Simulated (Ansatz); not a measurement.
**CH₆N₂Si: small, medium and large basis sets**

How large a basis does CH₆N₂Si need? Two functionals are run in growing sets.

Computed with Ansatz 0.2.0, Gaussian basis. Level: one geometry, several basis sets.

Levels to be run: PBE0-D4/def2-SVP; ωB97M-V/def2-SVP; PBE0-D4/def2-QZVPP; ωB97M-V/def2-QZVPP; the functionals' def2-TZVPP values are taken from earlier runs.

## 1. Structure used throughout

All runs share one geometry, relaxed beforehand with PBE0-D4 in a triple-zeta def2 set.

SMILES `NC1N[SiH2]1`, 10 atoms, charge 0, spin multiplicity 1.

Atoms are counted from 1 here; the program's logs count them from 0.

Bond lengths: N1–C2 1.424 Å, N1–H5 1.011 Å, N1–H6 1.015 Å, C2–N3 1.500 Å, C2–Si4 1.836 Å, C2–H7 1.091 Å, N3–Si4 1.721 Å, N3–H8 1.010 Å, Si4–H9 1.480 Å, Si4–H10 1.483 Å. Angles: C2–N1–H5 111.5°, C2–N1–H6 110.8°, H5–N1–H6 107.3°, N1–C2–N3 119.2°, N1–C2–Si4 127.5°, N1–C2–H7 110.9°, N3–C2–Si4 61.2°, N3–C2–H7 114.0°, Si4–C2–H7 115.1°, C2–N3–Si4 69.1°, C2–N3–H8 117.8°, Si4–N3–H8 127.4°, C2–Si4–N3 49.8°, C2–Si4–H9 123.9°, C2–Si4–H10 119.4°, N3–Si4–H9 116.2°, N3–Si4–H10 121.6°, H9–Si4–H10 112.3°.

## 2. PBE0-D4 in def2-SVP

in.yaml

```yaml
crystal:
  periodic: [false, false, false]
  atoms:
    - {symbol: N, position_ang: [-0.915137, 1.090394, 0.888846]}
    - {symbol: C, position_ang: [0.219616, 0.440378, 0.325927]}
    - {symbol: N, position_ang: [0.195868, 0.052999, -1.123083]}
    - {symbol: Si, position_ang: [0.386501, -1.332664, -0.119837]}
    - {symbol: H, position_ang: [-1.767245, 0.578843, 0.701078]}
    - {symbol: H, position_ang: [-1.028506, 2.019767, 0.497386]}
    - {symbol: H, position_ang: [1.144096, 0.928090, 0.640081]}
    - {symbol: H, position_ang: [0.885229, 0.468574, -1.733005]}
    - {symbol: H, position_ang: [-0.737819, -2.295692, -0.114096]}
    - {symbol: H, position_ang: [1.700496, -2.001788, 0.039603]}
basis:
  gaussian: {orbitals: def2-SVP}
hamiltonian: {xc: pbe0, dispersion: d4}
output: {orbitals: {seedname: orbitals}}
```

Started as:

```
> ansatz run in.yaml --threads 2 --pin off --events-out ev --progress --plain --max-ram 4352MiB
```

The log of the run:

```text
Functional definition: PBE0
  name "PBE0"
  cite "Adamo & Barone, J. Chem. Phys. 110, 6158 (1999) doi:10.1063/1.478522"
  cite "Perdew, Burke & Ernzerhof, Phys. Rev. Lett. 77, 3865 (1996) doi:10.1103/PhysRevLett.77.3865"
  parent pbe
  parameter a = 0.25
  parameter kappa = 0.804
  parameter beta = 0.06672455060314922
  exchange = (1 - a)*pbe_x(kappa = kappa, mu = beta*pi^2/3) + a*exact_x
  correlation = pbe_c(beta = beta)
1046 factors; their error is unknown
mean field evaluation 1: about -11969.7150 eV, gradient 5.9e1 eV
mean field evaluation 2: about -11957.5564 eV, gradient 9.1e1 eV
mean field evaluation 4: about -11977.3658 eV, gradient 5.7e0 eV
mean field evaluation 8: about -11977.4662 eV, gradient 3.1e-1 eV
mean field -11977.46637383 eV, -440.1637706198 hartree, gradient 5.7e-5 eV, S^2 0.000000; 0 other end points of the search recorded, 0 dependent functions left out
reference -11977.46640067 eV, -440.1637716065 hartree; 20, 20 occupied and 70, 70 virtual orbitals, 1046 factors
Total energy: -11977.62113149 eV, -440.1694578591 hartree
```

Run time: 1.2 s. Hardware: 2 threads of Arm Neoverse V1, shared host.

## 3. ωB97M-V in def2-SVP

Edit in.yaml of step 2 so:

```diff
@@ -15,3 +15,3 @@
   gaussian: {orbitals: def2-SVP}
-hamiltonian: {xc: pbe0, dispersion: d4}
+hamiltonian: {xc: {name: wB97M-V}}
 output: {orbitals: {seedname: orbitals}}
```

Same command.

The log of the run (excerpt; [...] marks lines left out):

```text
Functional definition: wB97M-V
  name "wB97M-V"
  cite "Mardirossian & Head-Gordon, J. Chem. Phys. 144, 214110 (2016) doi:10.1063/1.4952647"
  cite "Becke, J. Chem. Phys. 107, 8554 (1997) doi:10.1063/1.475007"
  cite "Vydrov & Van Voorhis, J. Chem. Phys. 133, 244103 (2010) doi:10.1063/1.3521275"
  # Of w^i u^j: cxij and so on, Table III.
[...]
  gx(w, u) = 1 - cx + cx01*u + cx10*w
  gss(w, u) = css00 + css04*u^4 + css10*w + css20*w^2 + css43*w^4*u^3
  gos(w, u) = cos00 + cos10*w + (cos20 + cos21*u)*w^2 + (cos60 + cos61*u)*w^6
[...]
      + integral(e_c_pw_mod_opposite_spin*gos(b97_w_opposite, b97_u_opposite)) + vv10(b, c)
1046 factors; their error is unknown
282 factors; integrals over basis functions are off by at most 8.4e-6 eV
[...]
mean field -11983.02385349 eV, -440.3680042305 hartree, gradient 7.9e-5 eV, S^2 0.000000; 0 other end points of the search recorded, 0 dependent functions left out
reference -11983.02389371 eV, -440.3680057086 hartree; 20, 20 occupied and 70, 70 virtual orbitals, 1046 factors
Total energy: -11983.02389371 eV, -440.3680057086 hartree
```

Wall time 5.5 s (2 threads of Arm Neoverse V1, shared host).

## 4. PBE0-D4 in def2-QZVPP

Edit in.yaml of step 3 so:

```diff
@@ -14,4 +14,4 @@
 basis:
-  gaussian: {orbitals: def2-SVP}
-hamiltonian: {xc: {name: wB97M-V}}
+  gaussian: {orbitals: "def2-QZVPP.json"}
+hamiltonian: {xc: pbe0, dispersion: d4}
 output: {orbitals: {seedname: orbitals}}
```

The command is unchanged.

The log of the run:

```text
Functional definition: PBE0
  name "PBE0"
  cite "Adamo & Barone, J. Chem. Phys. 110, 6158 (1999) doi:10.1063/1.478522"
  cite "Perdew, Burke & Ernzerhof, Phys. Rev. Lett. 77, 3865 (1996) doi:10.1103/PhysRevLett.77.3865"
  parent pbe
  parameter a = 0.25
  parameter kappa = 0.804
  parameter beta = 0.06672455060314922
  exchange = (1 - a)*pbe_x(kappa = kappa, mu = beta*pi^2/3) + a*exact_x
  correlation = pbe_c(beta = beta)
1278 factors; their error is unknown
mean field evaluation 1: about -11974.1850 eV, gradient 7.4e1 eV
mean field evaluation 2: about -11946.0080 eV, gradient 1.3e2 eV
mean field evaluation 4: about -11985.4664 eV, gradient 9.2e0 eV
mean field evaluation 8: about -11985.6261 eV, gradient 1.9e-1 eV
mean field evaluation 16: about -11985.6317 eV, gradient 6.4e-5 eV
mean field -11985.63174041 eV, -440.4638423070 hartree, gradient 6.4e-5 eV, S^2 0.000000; 0 other end points of the search recorded, 0 dependent functions left out
reference -11985.63177857 eV, -440.4638437093 hartree; 20, 20 occupied and 401, 401 virtual orbitals, 1278 factors
Total energy: -11985.78650938 eV, -440.4695299618 hartree
```

Run time: 10 s. Hardware: 2 threads of Arm Neoverse V1, shared host; peak memory 1.1 GiB.

## 5. ωB97M-V in def2-QZVPP

Edit in.yaml of step 4 so:

```diff
@@ -15,3 +15,3 @@
   gaussian: {orbitals: "def2-QZVPP.json"}
-hamiltonian: {xc: pbe0, dispersion: d4}
+hamiltonian: {xc: {name: wB97M-V}}
 output: {orbitals: {seedname: orbitals}}
```

Launched as before.

The log of the run (excerpt; [...] marks lines left out):

```text
Functional definition: wB97M-V
  name "wB97M-V"
  cite "Mardirossian & Head-Gordon, J. Chem. Phys. 144, 214110 (2016) doi:10.1063/1.4952647"
  cite "Becke, J. Chem. Phys. 107, 8554 (1997) doi:10.1063/1.475007"
  cite "Vydrov & Van Voorhis, J. Chem. Phys. 133, 244103 (2010) doi:10.1063/1.3521275"
  # Of w^i u^j: cxij and so on, Table III.
[...]
  gx(w, u) = 1 - cx + cx01*u + cx10*w
  gss(w, u) = css00 + css04*u^4 + css10*w + css20*w^2 + css43*w^4*u^3
  gos(w, u) = cos00 + cos10*w + (cos20 + cos21*u)*w^2 + (cos60 + cos61*u)*w^6
[...]
      + integral(e_c_pw_mod_opposite_spin*gos(b97_w_opposite, b97_u_opposite)) + vv10(b, c)
1258 factors; their error is unknown
339 factors; integrals over basis functions are off by at most 9.1e-6 eV
[...]
mean field -11991.35598374 eV, -440.6742043695 hartree, gradient 6.2e-5 eV, S^2 0.000000; 0 other end points of the search recorded, 0 dependent functions left out
reference -11991.35604487 eV, -440.6742066160 hartree; 20, 20 occupied and 401, 401 virtual orbitals, 1258 factors
Total energy: -11991.35604487 eV, -440.6742066160 hartree
```

Wall time 23 s (2 threads of Arm Neoverse V1, shared host); peak memory 1.4 GiB.

## 6. Density functionals: the series

The def2-TZVPP values come from earlier runs at the same geometry.

```tsv
functional	basis	functions	energy (eV)	from the largest (eV)	HOMO (eV)	LUMO (eV)
PBE0-D4	def2-SVP	90	-11977.6211	8.165	-6.62	0.35
PBE0-D4	def2-TZVPP	219	-11985.2610	0.526	-6.84	-0.15
PBE0-D4	def2-QZVPP	421	-11985.7865	0.000	-6.89	-0.29
ωB97M-V	def2-SVP	90	-11983.0239	8.332	-8.89	2.27
ωB97M-V	def2-TZVPP	219	-11990.8631	0.493	-9.11	1.53
ωB97M-V	def2-QZVPP	421	-11991.3560	0.000	-9.15	1.20
```

## 7. Summary of results

```
                                       quantity          value
PBE0-D4: double and triple zeta above quadruple  8.17, 0.53 eV
ωB97M-V: double and triple zeta above quadruple  8.33, 0.49 eV
```

In words: PBE0-D4 gains 7.64 eV from double to triple zeta, then 0.53 eV more. Total energies overstate the basis error of differences, where much of it tends to cancel. The LUMO of ωB97M-V is positive and keeps falling with the basis (2.27 to 1.20 eV): an unbound level that the basis holds in place.

For PBE0-D4 the largest set took about 8 times as long as the smallest (10 s against 1.2 s).
